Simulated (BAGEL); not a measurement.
**C2H3FGe (SMILES C#[C][GeH2][F]): HF/STO-3G (density fitting with qzvpp-jkfit)**

What is the energy change on altering one bond length of C2H3FGe at HF/STO-3G (density fitting with qzvpp-jkfit)? 

The calculation is run with BAGEL 1.2.2.

2 further runs of the same task are left out: 2 set aside as unsound or not needed. Runs told in other sessions of the task aren't counted.

### 1 The molecule

C2H3FGe has 7 atoms, charge 0, and is taken as a singlet. SMILES: `C#[C][GeH2][F]`. The coordinates come from a PBE0-D4/def2-TZVP relaxation.

Bond lengths: C1–C2 1.205 Å, C2–Ge3 1.891 Å, Ge3–F4 1.737 Å, C1–H5 1.066 Å, Ge3–H6 1.530 Å, Ge3–H7 1.530 Å. Angles: C1–C2–Ge3 178.5°, C2–Ge3–F4 106.8°, C2–C1–H5 179.5°, C2–Ge3–H6 111.0°, C2–Ge3–H7 111.0°, F4–Ge3–H6 106.5°, F4–Ge3–H7 106.5°, H6–Ge3–H7 114.4°.

### 2 The energy at HF/STO-3G (density fitting with qzvpp-jkfit)

The input, input.json:

```json
{ "bagel" : [

{
  "title" : "molecule",
  "basis" : "sto-3g",
  "df_basis" : "qzvpp-jkfit",
  "angstrom" : true,
  "geometry" : [
    { "atom" : "C", "xyz" : [    1.589600,   -1.011400,    0.749400 ] },
    { "atom" : "C", "xyz" : [    0.653200,   -0.399300,    0.302800 ] },
    { "atom" : "Ge", "xyz" : [   -0.795200,    0.603200,   -0.384600 ] },
    { "atom" : "F", "xyz" : [   -1.928600,   -0.538300,   -1.040400 ] },
    { "atom" : "H", "xyz" : [    2.414700,   -1.560800,    1.142300 ] },
    { "atom" : "H", "xyz" : [   -1.525800,    1.349500,    0.733200 ] },
    { "atom" : "H", "xyz" : [   -0.346600,    1.489200,   -1.548300 ] }
  ]
},
{
  "title" : "hf"
},
{
  "title" : "print",
  "file" : "orbitals.molden",
  "orbitals" : true
}

]}
```

Started as:

```
$ BAGEL_NUM_THREADS=1 BAGEL input.json > input.out
```

What it wrote:

```text
* using 1 threads per process

  ===============================================================
  ===============================================================

  *** Geometry ***

  { "atom" : "C", "xyz" : [      3.003909,     -1.911269,      1.416161 ] },
  { "atom" : "C", "xyz" : [      1.234369,     -0.754568,      0.572209 ] },
  { "atom" : "Ge", "xyz" : [     -1.502710,      1.139883,     -0.726789 ] },
  { "atom" : "F", "xyz" : [     -3.644526,     -1.017240,     -1.966071 ] },
  { "atom" : "H", "xyz" : [      4.563122,     -2.949485,      2.158634 ] },
  { "atom" : "H", "xyz" : [     -2.883344,      2.550185,      1.385547 ] },
  { "atom" : "H", "xyz" : [     -0.654979,      2.814180,     -2.925863 ] },

  Number of auxiliary basis functions:      547

  Since a DF basis is specified, we compute 2- and 3-index integrals:
    o Being stored without compression. Storage requirement is 0.006 GB

  Number of basis functions:       36
  Number of electrons      :       56

    * METHOD: MOLECULE                             0.20

  *** RHF ***

  === Nuclear Repulsion ===
   246.5685013891

      * DIIS with orbital gradients will be used.

  === RHF iteration (sto-3g) ===
      0      -2226.21561924          0.01002902           0.03
      1      -2226.28166520          0.00224553           0.03
      2      -2226.28521160          0.00106048           0.03
      3      -2226.28575761          0.00057901           0.03
      4      -2226.28589648          0.00006438           0.03
      5      -2226.28590063          0.00000963           0.03
      6      -2226.28590071          0.00000413           0.03
      7      -2226.28590073          0.00000235           0.03
      8      -2226.28590073          0.00000050           0.03
      9      -2226.28590073          0.00000022           0.03
     10      -2226.28590073          0.00000006           0.03
     11      -2226.28590073          0.00000002           0.03
     12      -2226.28590073          0.00000000           0.03
    * SCF iteration converged.

    * Permanent dipole moment:
           (   -0.231066,    -0.449756,    -0.146973) a.u.

    * METHOD: HF                                   0.51

    * METHOD: PRINT                                0.00

  ===============================================================
```

Wall time 0.85 s (1 thread of Arm Neoverse V2, shared host).

### 3 The distorted shape, same level

The input, job.json:

```json
{ "bagel" : [

{
  "title" : "molecule",
  "basis" : "sto-3g",
  "df_basis" : "qzvpp-jkfit",
  "angstrom" : true,
  "geometry" : [
    { "atom" : "C", "xyz" : [       0.599453,      -0.352102,       0.277907 ] },
    { "atom" : "C", "xyz" : [      -0.336947,       0.259998,      -0.168693 ] },
    { "atom" : "Ge", "xyz" : [      -1.785347,       1.262498,      -0.856093 ] },
    { "atom" : "F", "xyz" : [      -2.918747,       0.120998,      -1.511893 ] },
    { "atom" : "H", "xyz" : [       2.414700,      -1.560800,       1.142300 ] },
    { "atom" : "H", "xyz" : [      -2.515947,       2.008798,       0.261707 ] },
    { "atom" : "H", "xyz" : [      -1.336747,       2.148498,      -2.019793 ] }
  ]
},

{
  "title" : "hf"
},

{
  "title" : "print",
  "file" : "orbitals.molden",
  "orbitals" : true
}

]}
```

Started as:

```
$ BAGEL_NUM_THREADS=1 BAGEL job.json > job.out
```

What it wrote:

```text
* using 1 threads per process

  ===============================================================
  ===============================================================

  *** Geometry ***

  { "atom" : "C", "xyz" : [      1.132802,     -0.665376,      0.525168 ] },
  { "atom" : "C", "xyz" : [     -0.636738,      0.491325,     -0.318784 ] },
  { "atom" : "Ge", "xyz" : [     -3.373817,      2.385775,     -1.617781 ] },
  { "atom" : "F", "xyz" : [     -5.515632,      0.228653,     -2.857064 ] },
  { "atom" : "H", "xyz" : [      4.563122,     -2.949485,      2.158634 ] },
  { "atom" : "H", "xyz" : [     -4.754451,      3.796078,      0.494555 ] },
  { "atom" : "H", "xyz" : [     -2.526086,      4.060073,     -3.816856 ] },

  Number of auxiliary basis functions:      547

  Since a DF basis is specified, we compute 2- and 3-index integrals:
    o Being stored without compression. Storage requirement is 0.006 GB

  Number of basis functions:       36
  Number of electrons      :       56

    * METHOD: MOLECULE                             0.20

  *** RHF ***

  === Nuclear Repulsion ===
   243.2508099253

      * DIIS with orbital gradients will be used.

  === RHF iteration (sto-3g) ===
      0      -2225.84259118          0.01246184           0.03
      1      -2225.91836035          0.00955443           0.03
      2      -2225.94733138          0.00305760           0.03
      3      -2225.95091391          0.00081624           0.03
      4      -2225.95144324          0.00023722           0.03
      5      -2225.95148097          0.00003553           0.03
      6      -2225.95148193          0.00001140           0.03
      7      -2225.95148205          0.00000422           0.03
      8      -2225.95148207          0.00000273           0.03
      9      -2225.95148207          0.00000198           0.03
     10      -2225.95148208          0.00000051           0.03
     11      -2225.95148208          0.00000018           0.03
     12      -2225.95148208          0.00000005           0.03
     13      -2225.95148208          0.00000002           0.03
     14      -2225.95148208          0.00000001           0.03
     15      -2225.95148208          0.00000001           0.03
    * SCF iteration converged.

    * Permanent dipole moment:
           (   -0.713797,    -0.128173,    -0.376837) a.u.

    * METHOD: HF                                   0.59

    * METHOD: PRINT                                0.00

  ===============================================================
```

Wall time 0.93 s (1 thread of Arm Neoverse V2, shared host).

### 4 Outcome

At HF/STO-3G (density fitting with qzvpp-jkfit):

| quantity | value |
| --- | --- |
| first shape: total energy | -2226.28590 Eh |
| first shape: dipole moment | 1.34 D |
| first shape: HOMO energy | -8.97 eV |
| first shape: LUMO energy | 9.31 eV |
| first shape: HOMO–LUMO gap | 18.28 eV |
| distorted shape: total energy | -2225.95148 Eh |
| distorted shape: dipole moment | 2.08 D |
| distorted shape: HOMO energy | -8.38 eV |
| distorted shape: LUMO energy | 1.38 eV |
| distorted shape: HOMO–LUMO gap | 9.76 eV |
| energy change with the C1–H5 bond stretched from 1.066 to 2.346 Å | 9.100 eV |

**Reading.** One bond (distorted shape) is far stretched, which a spin-restricted single reference describes badly; a broken-symmetry solution may lie lower. With the C1–H5 bond stretched from 1.066 to 2.346 Å the energy rises by 9.10 eV (210 kcal/mol). The first shape isn't relaxed at this level, so the change isn't measured from a minimum. A restricted reference can't describe the breaking bond well at this length. The minimal basis adds a large error of its own.
